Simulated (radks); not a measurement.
# Valence configurations of Ca⁺

NIST gives [Ar] 4s1 as the ground configuration of Ca⁺. Does this level of theory agree? Several fillings of the valence shells are run.

The numbers are computed with radks (a radial shooting solver on a logarithmic mesh, Libxc functionals) version 1 (non-relativistic Kohn-Sham, PBE, spin-polarised, spherical densities, point nucleus; open shells are filled with parallel spins first), except any that are marked as measured or tabulated.

## Step 1: The system

- element: calcium (Z = 20)
- charge: +1
- electrons: 19
- configuration: [Ar] 4s1
- others tried: 3d0.5 4s0.5; 3d1; 4p1; 4s0.5 4p0.5

Outer shells as boxes (Hund's rule):

Ca⁺
```
[Ar] core
4s [↑ ]
```

## Step 2: [Ar] 4s1

Input:

```text
Z 20
configuration [Ar] 4s1
relativity non-relativistic
functional pbe,pbe
spin polarised
nucleus point
```

On the command line:

```console
$ python run_ks.py task.json out
```

This one command runs every case of the session in turn.

## Step 3: [Ar] 3d0.5 4s0.5

Input:

```text
Z 20
configuration [Ar] 3d0.5 4s0.5
relativity non-relativistic
functional pbe,pbe
spin polarised
nucleus point
```

## Step 4: [Ar] 3d1

Input:

```text
Z 20
configuration [Ar] 3d1
relativity non-relativistic
functional pbe,pbe
spin polarised
nucleus point
```

## Step 5: [Ar] 4p1

Input:

```text
Z 20
configuration [Ar] 4p1
relativity non-relativistic
functional pbe,pbe
spin polarised
nucleus point
```

## Step 6: [Ar] 4s0.5 4p0.5

Input:

```text
Z 20
configuration [Ar] 4s0.5 4p0.5
relativity non-relativistic
functional pbe,pbe
spin polarised
nucleus point
```

Q: Predict the outcome of this session. Wanted: for each run, valence; E − E(NIST configuration); moment; highest level; its energy; 1s shift.

The runs gave:

| valence | E − E(NIST configuration) (eV) | moment (μB) | highest level | its energy (eV) | 1s shift (eV) |
| --- | --- | --- | --- | --- | --- |
| 4s1 | 0.000 | 1 | 4s up | -9.303 | +0.00 |
| 3d0.5 4s0.5 | 0.508 | 1 | 3d up | -7.163 | +2.13 |
| 3d1 | 1.302 | 1 | 3d up | -5.992 | +3.82 |
| 4s0.5 4p0.5 | 1.517 | 1 | 4p up | -6.552 | -0.62 |
| 4p1 | 3.024 | 1 | 4p up | -6.839 | -1.25 |

The NIST configuration is the lowest of those tried, 0.508 eV under 3d0.5 4s0.5. The energies are those of spherical high-spin densities, not of single terms. The 1s eigenvalue shifts by up to 3.82 eV as the valence charge is rearranged.
